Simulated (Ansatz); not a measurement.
Predict the output of the script below (Ansatz 0.2.0 through its Python package).

Script `dimer.py`:
```python
import ansatz as az
import numpy as np

FIRST = [
    ("Cl", (0.7054, 1.5016, 0.5406)),
    ("Si", (-0.7067, 0.2876, -0.3525)),
    ("Br", (0.0012, -1.7892, -0.1882)),
]
SECOND = [
    ("Cl", (2.5239, -3.7768, 3.2525)),
    ("Si", (3.9618, -3.5152, 1.7933)),
    ("Br", (2.9284, -3.3927, -0.1453)),
]

def energy(atoms, ghosts=()):
    molecule = az.Crystal.molecule()
    for symbol, xyz in atoms:
        molecule = molecule.atom(symbol, xyz)
    calc = (
        molecule.calculation()
        .basis(gaussian="def2-SVP")
        .functional("pbe", dispersion="d4")
    )
    deck = calc.input()
    if ghosts:
        deck = deck.set(az.key.basis.gaussian.ghost_atoms, [{"symbol": s, "position_ang": list(xyz)} for s, xyz in ghosts])
    return az.Session.from_dict(deck).plan().execute().report["free_energy_ev"]

direction = np.array([0.6251, -0.7095, 0.3254])
print("shift (A)   counterpoise-corrected interaction (eV)")
for shift in (-0.3, 0.0, 0.4, 1.0, 2.0):
    moved = [(s, tuple(np.round(np.array(xyz) + shift * direction, 4))) for s, xyz in SECOND]
    gain = energy(FIRST + moved) - energy(FIRST, moved) - energy(moved, FIRST)
    print(f"{shift:8.2f} {gain:14.3f}")
```

```console
$ python dimer.py
shift (A)   counterpoise-corrected interaction (eV)
   -0.30          0.188
    0.00          0.024
    0.40         -0.039
    1.00         -0.038
    2.00         -0.015
```

The dimer is a generated trial pose of unrelaxed monomers, not a minimum, so the figure is no binding energy, and the basis set is small. Timing: 53 s on 1 thread of Arm Neoverse V1, on a shared host, peak memory 0.27 GiB.

(Lines on the test bed's own set-up are left out of the output.)
